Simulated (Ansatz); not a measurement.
**SiH4S (sulfanylsilane): BHLYP/STO-3G**

What is the electronic atomisation energy of SiH4S (sulfanylsilane) at BHLYP/STO-3G? 

The calculation is run with Ansatz 0.2.0.

45 further runs of the same task are left out: 1 that didn't finish, 44 set aside as unsound or not needed.

### 1 The molecule

SiH4S has 6 atoms, charge 0, and is taken as a singlet. As SMILES, `[SiH3]S`. Geometry: relaxed at PBE0-D4/def2-TZVP.

Bond lengths: Si1–S2 2.137 Å, Si1–H3 1.485 Å, Si1–H4 1.482 Å, Si1–H5 1.485 Å, S2–H6 1.344 Å. Angles: Si1–S2–H6 94.7°, S2–Si1–H3 111.6°, S2–Si1–H4 104.8°, S2–Si1–H5 111.6°, H3–Si1–H4 110.0°, H3–Si1–H5 108.8°, H4–Si1–H5 110.0°.

### 2 A single-point energy at BHLYP/STO-3G

molecule.yaml

```yaml
crystal:
  periodic: [false, false, false]
  atoms:
    - {symbol: Si, position_ang: [-0.169800, -0.263400, -0.436000]}
    - {symbol: S, position_ang: [0.907300, -0.012600, 1.392800]}
    - {symbol: H, position_ang: [-1.629800, -0.074300, -0.241600]}
    - {symbol: H, position_ang: [0.108600, -1.658300, -0.852500]}
    - {symbol: H, position_ang: [0.299800, 0.681200, -1.481100]}
    - {symbol: H, position_ang: [0.526100, 1.263300, 1.572300]}
basis:
  gaussian: {orbitals: STO-3G}
accuracy: high
hamiltonian: {xc: {name: BHLYP}}
```

The run is started by

```console
ansatz run molecule.yaml --threads 1 --pin off --max-ram 2610MiB --events-out events.jsonl --progress --plain --runs-dir runs
```

Log:

```text
Warning: RAYON_NUM_THREADS=1 ignored (pool sized by the plan → 1); use --threads N
Functional definition: BHLYP
  name "BHLYP"
  parameter a = 0.5
  exchange = (1 - a)*b88_x + a*exact_x
  correlation = lyp_c
388 factors; integrals over basis functions are off by at most 1.9e-8 eV
mean field evaluation 1: about -18566.1396 eV, gradient 1.5e1 eV
mean field evaluation 2: about -18566.8324 eV, gradient 7.3e0 eV
mean field evaluation 4: about -18567.0343 eV, gradient 2.5e-1 eV
mean field evaluation 8: about -18567.0124 eV, gradient 8.4e-4 eV
mean field -18567.01239917 eV, -682.3251204966 hartree, gradient 4.5e-8 eV, S^2 0.000000; 0 other end points of the search recorded, 0 dependent functions left out
reference -18567.01241812 eV, -682.3251211929 hartree; 17, 17 occupied and 5, 5 virtual orbitals, 388 factors
Total energy: -18567.01241812 eV, -682.3251211929 hartree
```

It took 0.96 s on 1 thread of Arm Neoverse V2, shared host; peak memory 0.099 GiB.

### 3 The H atom at the same level

run.yaml

```yaml
crystal:
  periodic: [false, false, false]
  atoms:
    - {symbol: H, position_ang: [0.000000, 0.000000, 0.000000]}
basis:
  gaussian:
    orbitals: STO-3G
magnetization:
  spin_polarized: true
  initial_magnetization: 1
hamiltonian:
  xc: {name: BHLYP}
accuracy: high
```

The run is started by

```console
ansatz run run.yaml --threads 1 --pin off --max-ram 2610MiB --events-out events.jsonl --progress --plain --runs-dir runs
```

Log:

```text
Warning: RAYON_NUM_THREADS=1 ignored (pool sized by the plan → 1); use --threads N
Functional definition: BHLYP
  name "BHLYP"
  parameter a = 0.5
  exchange = (1 - a)*b88_x + a*exact_x
  correlation = lyp_c
1 factors; integrals over basis functions are off by at most 4.6e-10 eV
mean field evaluation 1: about -12.6441 eV, gradient 0.0e0 eV
mean field evaluation 2: about -12.6441 eV, gradient 0.0e0 eV
mean field -12.64407579 eV, -0.4646612147 hartree, gradient 0.0e0 eV, S^2 0.750000; 0 other end points of the search recorded, 0 dependent functions left out
reference -12.64408485 eV, -0.4646615477 hartree; 1, 0 occupied and 0, 1 virtual orbitals, 1 factors
Total energy: -12.64408485 eV, -0.4646615477 hartree
```

Run time: 0.06 s. Hardware: 1 thread of Arm Neoverse V2, shared host.

### 4 The S atom

input.yaml

```yaml
crystal:
  periodic: [false, false, false]
  atoms:
    - {symbol: S, position_ang: [0.000000, 0.000000, 0.000000]}
basis:
  gaussian: {orbitals: STO-3G}
hamiltonian: {xc: {name: BHLYP}}
magnetization: {spin_polarized: true, initial_magnetization: 2}
accuracy: high
```

The run is started by

```console
ansatz run input.yaml --threads 1 --pin off --max-ram 2610MiB --events-out events.jsonl --progress --plain --runs-dir runs
```

Log:

```text
Warning: RAYON_NUM_THREADS=1 ignored (pool sized by the plan → 1); use --threads N
Functional definition: BHLYP
  name "BHLYP"
  parameter a = 0.5
  exchange = (1 - a)*b88_x + a*exact_x
  correlation = lyp_c
42 factors; integrals over basis functions are off by at most 2.4e-9 eV
mean field evaluation 1: about -10713.0368 eV, gradient 5.5e-1 eV
mean field evaluation 2: about -10713.0373 eV, gradient 2.1e-2 eV
mean field evaluation 4: about -10713.0379 eV, gradient 5.1e-6 eV
mean field evaluation 8: about -10713.0379 eV, gradient 3.4e-12 eV
mean field -10713.03793329 eV, -393.6968824903 hartree, gradient 3.5e-12 eV, S^2 2.000000; 0 other end points of the search recorded, 0 dependent functions left out
reference -10713.03794417 eV, -393.6968828904 hartree; 9, 7 occupied and 0, 2 virtual orbitals, 42 factors
Total energy: -10713.03794417 eV, -393.6968828904 hartree
```

It took 0.26 s on 1 thread of Arm Neoverse V2, shared host.

### 5 The Si atom

input.yaml

```yaml
crystal:
  periodic: [false, false, false]
  atoms:
    - {symbol: Si, position_ang: [0.000000, 0.000000, 0.000000]}
basis:
  gaussian:
    orbitals: STO-3G
magnetization:
  spin_polarized: true
  initial_magnetization: 2
accuracy: high
hamiltonian:
  xc: {name: BHLYP}
```

Run the same way, it converges to -285.95554 Eh (log not shown).

### 6 What came out

Level: BHLYP/STO-3G.

```
                     quantity          value
       molecule: total energy  -682.32512 Eh
         H atom: total energy    -0.46466 Eh
                 H atom: ⟨S²⟩          0.750
         S atom: total energy  -393.69688 Eh
                 S atom: ⟨S²⟩          2.000
        Si atom: total energy  -285.95554 Eh
                Si atom: ⟨S²⟩          2.000
electronic atomisation energy      22.151 eV
```

In words: Taking the molecule apart into free atoms costs 22.15 eV (511 kcal/mol), before zero-point energy and without spin-orbit coupling. In a minimal basis such a difference can be off by several eV, whatever the method.
